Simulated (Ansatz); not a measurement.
HfTi2 in Ansatz: convergence with k mesh

Input of the first run (k mesh 3 × 3 × 2); the others differ in this setting and in those tied to it:

File input.yaml:

```yaml
crystal:
  lattice:
    - [3.14546521, 0.0, 0.0]
    - [-1.5727326, 2.72405278, 0.0]
    - [0.0, 0.0, 5.41149947]
  atoms:
    - { symbol: Hf, position: [0.0, 0.0, 0.0] }
    - { symbol: Ti, position: [0.66666667, 0.33333333, 0.26280001] }
    - { symbol: Ti, position: [0.33333333, 0.66666667, 0.73719999] }
hamiltonian:
  xc: pbe
  pseudopotentials: { kind: nc }
kpoints:
  mp_grid: { grid: [3, 3, 2] }
scf:
  occupations: { method: fermi_dirac, width: 0.05 }
output:
  forces: true
  stress: true
  eigenvalues: true
```

Potentials or basis: Ansatz NC.

Command:

```bash
$ ansatz run input.yaml --threads 2 --pin off --max-ram 5632MiB --backend cpu --events-out ev --progress --plain --runs-dir out
```

The cell was built by a generator and needn't be a form met in nature.

Hardware: 2 threads of Intel(R) Xeon(R) Platinum 8259CL CPU @ 2.50GHz (Skylake/Cascade Lake), with other jobs on the host.

The values tried are 3 × 3 × 2, 4 × 4 × 2, 5 × 5 × 3, 6 × 6 × 3, 7 × 7 × 4, 9 × 9 × 5, 11 × 11 × 6, 13 × 13 × 7, 16 × 16 × 8, loosest first. From which on does the energy stay within 1 meV/atom of the tightest run that finished?

From 13 × 13 × 7 on.

```csv
k mesh,"energy less the tightest run, at zero smearing (meV/atom)",pressure (GPa),largest force (eV/Å),SCF cycles,CPU time (s),peak memory (GiB)
3 × 3 × 2,26.44,55.94,7.289,9,3,0.36
4 × 4 × 2,51.84,55.65,7.000,9,3.4,0.38
5 × 5 × 3,1.57,55.11,6.933,10,5.5,0.41
6 × 6 × 3,-10.15,56.02,7.543,9,5.6,0.42
7 × 7 × 4,11.17,56.43,7.626,9,8.9,0.45
9 × 9 × 5,-3.96,55.60,7.287,9,16,0.5
11 × 11 × 6,2.69,55.72,7.312,9,24,0.6
13 × 13 × 7,-0.33,55.83,7.382,9,35,0.71
16 × 16 × 8,0.00,55.70,7.305,9,57,0.94
```

Not settled before the last step: the pressure (to 0.1 GPa), the largest force (to 0.005 eV/Å). Meshes of other sizes hit other points, so gaps and Fermi surfaces needn't settle smoothly. The tightest run that finished is the yardstick and may itself not be fully converged.

Caveat, for the tightest run too: a pressure of tens of GPa on the cell as given is suspect, and the run, the potentials or the cell itself is likely at fault; forces of over 1 eV/Å show positions far from the minimum, so gaps and moduli don't describe the material at rest. The run has no spin-orbit coupling, so splittings on Hf are missing.
